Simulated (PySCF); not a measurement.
# CH6O3Si2: the cost of one run

Programs: PySCF 2.14.0, with density-fitted response routines of our own. Each step states its level of theory. These are calculated values for one molecule in the gas phase, unless marked as measured. Atoms count from 0, in the outputs and in this text.

## Step 1: Starting geometry

12 atoms, charge 0, multiplicity 1; geometry from: GFN2-xTB. The atoms were then displaced at random by about 0.01 Å, so the start is not that level's minimum.

Bonds of the start (Å): O0–C1 1.19, C1–O2 1.33, C1–Si3 1.89, Si3–O4 1.64, O4–Si5 1.63, O2–H6 0.99, Si3–H7 1.46, Si3–H8 1.47, Si5–H9 1.45, Si5–H10 1.45, Si5–H11 1.46.

## Step 2: Relaxing the molecule at PBE0-D3(BJ)/def2-SVP

The job: settings as JSON, then the geometry in Å.

```
{"job": {"xc": "PBE0", "basis": "def2-SVP", "d3": "d3bj", "grid": 1, "shake": 0.01, "kind": "geom"}, "charge": 0, "multiplicity": 1}
O      1.440580     0.002500    -1.472730
C      1.661140    -0.059510    -0.301120
O      2.908980    -0.154250     0.136410
Si     0.425060    -0.070480     1.131250
O     -1.084850     0.002500     0.491200
Si    -2.269810     0.137290    -0.620470
H      3.567440    -0.146810    -0.598900
H      0.624570     1.115710     1.956870
H      0.503380    -1.338570     1.861830
H     -2.524780     1.560170    -0.765100
H     -1.830590    -0.509090    -1.841190
H     -3.381440    -0.567730     0.012930
```

Command:

```bash
> OMP_NUM_THREADS=1 python probes_run.py task.json out
```

The driver reads the jobs from task.json and runs them one after another.

**Question.** How long does this first job take on 1 thread of Arm Neoverse V2, shared host, and how much memory does it need?

About 47 s, with a peak of 0.51 GiB.
